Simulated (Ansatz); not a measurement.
# C3H9AlO: how energies converge with the basis set

An exercise on one series of results from a longer session: the logs are not shown, and one member is left open.

The runs use Ansatz 0.2.0, Gaussian basis; one geometry, several basis sets.

The runs, in order: PBE0-D4/def2-SVP; ωB97M-V/def2-SVP; PBE0-D4/def2-QZVPP; ωB97M-V/def2-QZVPP; the functionals' def2-TZVPP values are taken from earlier runs.

### The geometry

The geometry comes from an earlier relaxation with PBE0-D4 in a triple-zeta def2 set; it is a stationary point, not always the lowest conformer.

SMILES `CO[CH2][AlH][CH3]`, 14 atoms, charge 0, spin multiplicity 1.

Atoms are counted from 1 here; the program's logs count them from 0.

Bond lengths: C1–O2 1.393 Å, C1–H6 1.091 Å, C1–H7 1.104 Å, C1–H8 1.100 Å, O2–C3 1.421 Å, C3–Al4 1.988 Å, C3–H9 1.099 Å, C3–H10 1.103 Å, Al4–C5 1.951 Å, Al4–H11 1.595 Å, C5–H12 1.094 Å, C5–H13 1.093 Å, C5–H14 1.096 Å. Angles: O2–C1–H6 108.1°, O2–C1–H7 111.8°, O2–C1–H8 111.7°, H6–C1–H7 108.5°, H6–C1–H8 108.9°, H7–C1–H8 107.8°, C1–O2–C3 111.8°, O2–C3–Al4 114.3°, O2–C3–H9 106.1°, O2–C3–H10 110.4°, Al4–C3–H9 107.6°, Al4–C3–H10 113.0°, H9–C3–H10 104.7°, C3–Al4–C5 121.3°, C3–Al4–H11 117.7°, C5–Al4–H11 120.9°, Al4–C5–H12 111.5°, Al4–C5–H13 112.2° and more.

Coordinates:

```xyz
14

C    -1.84323    0.22812   -0.53193
O    -0.94982   -0.57176   -1.24117
C    -0.22143   -1.43954   -0.38280
Al    1.18059   -0.53474    0.69819
C     1.61549    1.34766    0.42547
H    -2.34101    0.89033   -1.24158
H    -1.32903    0.84800    0.22278
H    -2.60347   -0.37383   -0.01186
H     0.28121   -2.16496   -1.03725
H    -0.91290   -2.04477    0.22785
H     1.99214   -1.41971    1.74863
H     2.69636    1.50349    0.35334
H     1.14861    1.75218   -0.47587
H     1.27349    1.95044    1.27481
```

Set-up of the first run:

The input, in.yaml:

```yaml
crystal:
  periodic: [false, false, false]
  atoms:
    - {symbol: C, position_ang: [-1.843234, 0.228115, -0.531931]}
    - {symbol: O, position_ang: [-0.949820, -0.571764, -1.241171]}
    - {symbol: C, position_ang: [-0.221434, -1.439541, -0.382796]}
    - {symbol: Al, position_ang: [1.180594, -0.534742, 0.698188]}
    - {symbol: C, position_ang: [1.615490, 1.347663, 0.425466]}
    - {symbol: H, position_ang: [-2.341005, 0.890325, -1.241575]}
    - {symbol: H, position_ang: [-1.329033, 0.847998, 0.222783]}
    - {symbol: H, position_ang: [-2.603475, -0.373829, -0.011862]}
    - {symbol: H, position_ang: [0.281210, -2.164957, -1.037246]}
    - {symbol: H, position_ang: [-0.912898, -2.044767, 0.227846]}
    - {symbol: H, position_ang: [1.992143, -1.419710, 1.748632]}
    - {symbol: H, position_ang: [2.696357, 1.503489, 0.353335]}
    - {symbol: H, position_ang: [1.148615, 1.752176, -0.475875]}
    - {symbol: H, position_ang: [1.273492, 1.950443, 1.274808]}
basis:
  gaussian: {orbitals: def2-SVP}
hamiltonian: {xc: pbe0, dispersion: d4}
output: {orbitals: {seedname: orbitals}}
```

Among the steps run: PBE0-D4 in def2-SVP; ωB97M-V in def2-SVP; PBE0-D4 in def2-QZVPP; ωB97M-V in def2-QZVPP.

One of the session's tables, all rows but one given; the rest of the session is left out.

It belongs to the step «Functionals by basis». 

| functional | basis | HOMO (eV) |
| --- | --- | --- |
| PBE0-D4 | def2-SVP | -6.41 |
| PBE0-D4 | def2-TZVPP | ? |
| PBE0-D4 | def2-QZVPP | -6.56 |
| ωB97M-V | def2-SVP | -8.70 |
| ωB97M-V | def2-TZVPP | -8.82 |
| ωB97M-V | def2-QZVPP | -8.85 |

Estimate the missing values for PBE0-D4, def2-TZVPP.

The run gave: HOMO (eV): -6.53. In the column «HOMO (eV)» it lies between PBE0-D4, def2-QZVPP (-6.56) and PBE0-D4, def2-SVP (-6.41).
